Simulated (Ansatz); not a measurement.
# Si5Mo: the cost of one run

Method: DFT PBE, scalar-relativistic, plane waves, PAW, in Ansatz 0.2.0.

## (1) The system as given

Symmetry: Cmmm, No. 65, orthorhombic system. Conventional cell: a = 6.424 Å, b = 6.719 Å, c = 5.016 Å, α = 90.00°, β = 90.00°, γ = 90.00°. Si (site symmetry 2mm) has 6 Si at 1.90 to 2.62 Å and 2 Mo at 2.68 Å as nearest neighbours. Si (site symmetry m2m) has 1 Si at 1.33 Å as nearest neighbours. Around Si (site symmetry mmm) lie 2 Si at 1.33 Å. Mo (site symmetry mmm) has 4 Si at 2.68 Å as nearest neighbours.

As a file:

```
CELL_PARAMETERS angstrom
3.21195 -3.35929 0.00000
3.21195 3.35929 0.00000
0.00000 0.00000 5.01571
ATOMIC_POSITIONS crystal
Si 0.35233 0.35233 0.00000
Si 0.64767 0.64767 0.00000
Si 0.80240 0.19760 0.00000
Si 0.19760 0.80240 0.00000
Si 0.00000 0.00000 0.00000
Mo 0.50000 0.50000 0.50000
```

Recipe of the guess: random cell by space group and Wyckoff sites (Cmmm, No. 65). Its size is a rough estimate.

## (2) Probe: one point on a coarse mesh

Contents of input.yaml:

```yaml
crystal:
  lattice:
    - [3.21194969, -3.35929421, 0.0]
    - [3.21194969, 3.35929421, 0.0]
    - [0.0, 0.0, 5.01570645]
  atoms:
    - { symbol: Si, position: [0.3523263, 0.3523263, 0.0] }
    - { symbol: Si, position: [0.6476737, 0.6476737, 0.0] }
    - { symbol: Si, position: [0.80239986, 0.19760014, 0.0] }
    - { symbol: Si, position: [0.19760014, 0.80239986, 0.0] }
    - { symbol: Si, position: [0.0, 0.0, 0.0] }
    - { symbol: Mo, position: [0.5, 0.5, 0.5] }
basis:
  ecutwfc: 420
kpoints:
  mp_grid: { grid: [4, 4, 4] }
hamiltonian:
  xc: pbe
scf:
  occupations: { method: gaussian, width: 0.1 }
  lower_state_search: "off"
output:
  forces: true
  stress: true
  eigenvalues: true
```

Run with:

```console
> ansatz run input.yaml --threads 1 --pin off --max-ram 2560MiB --backend cpu --events-out ev --progress --plain --runs-dir out
```

What time and memory should one allow on 1 thread of Intel Xeon at 2.70GHz, shared host?

About 4.3 s, with a peak of 0.38 GiB.
